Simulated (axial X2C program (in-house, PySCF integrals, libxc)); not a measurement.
# RuH: EOM-EA-CCSD levels

Wanted for RuH: EOM-EA-CCSD levels, at the two-component level.

Method: two-component X2C with atomic mean-field terms, Ru dyall-acv3z, H dyall-av3z; program: an in-house X2C program for linear molecules on PySCF integrals.

All values are calculated.

### Step 1. Input

Contents of task.json:

```json
{"zs": [44, 1], "q": 0, "bas": ["dyall-acv3z", "dyall-av3z"], "r0": 1.57, "eom": "ea", "thr": -2.0, "nmax": 92, "grid": [1, 0.96, 1.045, 0.92, 1.09, 1.15]}
```

Keys: zs atomic numbers; q charge; bas basis sets; r0 starting distance in Å; eom kind of EOM run; thr threshold in hartree for freezing inner shells (an s shell follows its p shell); nmax most natural virtual spinors; grid distances as factors.

Launch:

```sh
> python soeom.py task.json out
```

Nuclei are Gaussian, cores are contracted, and the Gaunt term is on.

### Step 2. EOM-EA-CCSD at 1.584 Å

Reference: the closed shell RuH⁺; 8 electrons correlated, 92 virtual spinors; roots sought by Ω: 1/2: 5, 3/2: 4, 5/2: 2, 7/2: 1.

Output:

```text
two-component X2C + atomic mean field  HF
basis functions 185  fitting functions 860  grid points 5075
iter        total energy     max residual
   1      -4526.409455143     3.43e-01
   2      -4526.430366205     6.01e-03
   3      -4526.432679957     5.19e-03
   4      -4526.433638409     2.69e-03
   5      -4526.434603415     2.45e-03
   6      -4526.435607550     2.05e-03
   7      -4526.436396070     1.64e-03
   8      -4526.437355254     6.60e-04
   9      -4526.437507065     2.25e-04
  10      -4526.437528482     6.82e-05
  11      -4526.437529184     5.14e-05
  12      -4526.437529495     5.18e-05
  13      -4526.437529832     4.29e-05
  14      -4526.437530400     1.93e-05
  15      -4526.437530536     1.98e-06
  16      -4526.437530538     6.44e-07
converged
one-electron -6256.64430203  Coulomb 1850.26854139  exact exchange -132.52269730  xc functional 0.00000000  nuclear repulsion 14.69936697  atomic mean-field constant -2.23843957
correlated 8  virtual 260  natural virtual 92  E(MP2) -0.221245800  MP2 remainder -0.023492091
iter   CCSD correlation   residual
   1     -0.203497226   1.30e-01
   2     -0.212823330   8.58e-02
   3     -0.219317985   6.09e-02
   4     -0.222527300   3.77e-02
   5     -0.224178674   2.24e-02
   6     -0.224791241   1.37e-02
   7     -0.225116264   8.18e-03
   8     -0.225261641   5.33e-03
   9     -0.225314589   3.99e-03
  10     -0.225345169   2.69e-03
  11     -0.225373558   1.67e-03
  12     -0.225405615   9.80e-04
  13     -0.225420623   6.22e-04
  14     -0.225427158   4.16e-04
  15     -0.225426575   2.90e-04
  16     -0.225426586   2.03e-04
  17     -0.225428420   1.34e-04
  18     -0.225430264   9.31e-05
  19     -0.225432207   7.17e-05
  20     -0.225433592   5.26e-05
  21     -0.225434432   4.05e-05
  22     -0.225435103   3.05e-05
  23     -0.225435493   2.27e-05
  24     -0.225435652   1.52e-05
  25     -0.225435708   1.05e-05
  26     -0.225435728   7.71e-06
  27     -0.225435764   5.69e-06
  28     -0.225435803   3.87e-06
  29     -0.225435839   2.55e-06
  30     -0.225435860   1.74e-06
  31     -0.225435883   1.35e-06
  32     -0.225435902   1.05e-06
(T) -0.013815565  T1 0.0769  D1 0.1449  max T2 0.201
EOM-EA-CCSD roots
2*Omega      energy/Eh   energy/eV  one-particle weight
    1      -0.27938010     -7.6023      0.904
    1      -0.20084409     -5.4652      0.911
    1      -0.18401241     -5.0072      0.006
    1      -0.17843842     -4.8556      0.014
    1      -0.15368246     -4.1819      0.007
    3      -0.26644779     -7.2504      0.897
    3      -0.20319640     -5.5293      0.003
    3      -0.16851209     -4.5854      0.006
    3      -0.15633992     -4.2542      0.003
    5      -0.16399106     -4.4624      0.000
    5      -0.16241987     -4.4197      0.000
    7      -0.16893969     -4.5971      0.000
```

T1 in the output is the amplitude norm over the root of the electron number; divide by √2 for the Lee–Taylor value.

```csv
Ω,binding energy (eV),above lowest (cm⁻¹),spinor,weight
1/2,7.602,0,"39% Ru sσ, 34% Ru dσ, 14% H sσ",0.90
3/2,7.250,2840,"70% Ru dδ, 27% Ru dπ",0.90
1/2,5.465,17240,"58% Ru pσ, 16% Ru sσ, 12% Ru dσ",0.91
```

It took 12 s on 1 thread of Arm Neoverse V1, shared host; peak memory 0.59 GiB.

### Step 3. EOM-EA-CCSD at 1.521 Å

```csv
Ω,binding energy (eV),above lowest (cm⁻¹),spinor,weight
1/2,7.559,0,"42% Ru sσ, 31% Ru dσ, 16% H sσ",0.91
3/2,7.193,2960,"71% Ru dδ, 26% Ru dπ",0.90
1/2,5.312,18130,"60% Ru pσ, 14% Ru sσ, 12% Ru dσ",0.90
```

It took 11 s on 1 thread of Arm Neoverse V1, shared host; peak memory 0.59 GiB.

### Step 4. EOM-EA-CCSD at 1.655 Å

```csv
Ω,binding energy (eV),above lowest (cm⁻¹),spinor,weight
1/2,7.647,0,"37% Ru sσ, 36% Ru dσ, 13% H sσ",0.90
3/2,7.310,2710,"69% Ru dδ, 28% Ru dπ",0.90
1/2,5.627,16290,"56% Ru pσ, 17% Ru sσ, 12% Ru dσ",0.91
```

Wall time 12 s (1 thread of Arm Neoverse V1, shared host); peak memory 0.63 GiB.

### Step 5. EOM-EA-CCSD at 1.457 Å

```csv
Ω,binding energy (eV),above lowest (cm⁻¹),spinor,weight
1/2,7.514,0,"44% Ru sσ, 29% Ru dσ, 18% H sσ",0.91
3/2,7.131,3090,"73% Ru dδ, 24% Ru dπ",0.90
1/2,5.155,19030,"62% Ru pσ, 13% Ru sσ, 11% Ru dσ",0.84
```

Wall time 11 s (1 thread of Arm Neoverse V1, shared host); peak memory 0.64 GiB.

### Step 6. EOM-EA-CCSD at 1.727 Å

```csv
Ω,binding energy (eV),above lowest (cm⁻¹),spinor,weight
1/2,7.686,0,"37% Ru dσ, 35% Ru sσ, 12% Ru dπ",0.90
3/2,7.363,2600,"69% Ru dδ, 29% Ru dπ",0.90
1/2,5.776,15410,"54% Ru pσ, 19% Ru sσ, 12% Ru dσ",0.91
```

It took 12 s on 1 thread of Arm Neoverse V1, shared host; peak memory 0.64 GiB.

### Step 7. EOM-EA-CCSD at 1.822 Å

```csv
Ω,binding energy (eV),above lowest (cm⁻¹),spinor,weight
1/2,7.730,0,"39% Ru dσ, 32% Ru sσ, 16% Ru dπ",0.89
3/2,7.422,2490,"68% Ru dδ, 30% Ru dπ",0.89
1/2,5.951,14350,"51% Ru pσ, 21% Ru sσ, 12% Ru dσ",0.91
```

Run time: 12 s. Hardware: 1 thread of Arm Neoverse V1, shared host; peak memory 0.64 GiB.

### Step 8. Curves of the states

Energies in eV from the lowest point of the lowest state; states are followed by energy order within each Ω.

```csv
R (Å),(1)Ω=1/2,(1)Ω=3/2,(2)Ω=1/2
1.457,0.1784,0.5617,2.5377
1.521,0.0507,0.4176,2.2982
1.584,0.0000,0.3519,2.1371
1.655,0.0123,0.3489,2.0316
1.727,0.0786,0.4015,1.9886
1.822,0.2248,0.5330,2.0039
```

Constants where the minimum is well bracketed (masses 101.904 and 1.008 u):

```csv
state,Te (cm⁻¹),Re (Å),ωe (cm⁻¹)
(1)Ω=1/2,0,1.605,1896
(1)Ω=3/2,2790,1.622,1849
```

### Step 9. Summary of results

| quantity | value |
| --- | --- |
| lowest root at 1.584 Å | Ω = 1/2, 7.602 eV |
| next root led by one particle | Ω = 3/2, about 2840 cm⁻¹ higher |
| T1 of the reference | 0.054 |
| lowest state, Re and ωe | 1.605 Å, 1896 cm⁻¹ |

In words: The added electron is bound by 7.60 eV in a spinor of 39% Ru sσ, 34% Ru dσ, 14% H sσ. Errors of 0.1 to 0.3 eV are usual at this size, and roots led by higher excitations are left out, so the list is incomplete, and low states of that kind can be missing. T1 or the largest double amplitude of the reference is raised, which lowers the reliability. The bond is 0.046 Å longer than in the closed-shell reference at CCSD (1.559 Å).
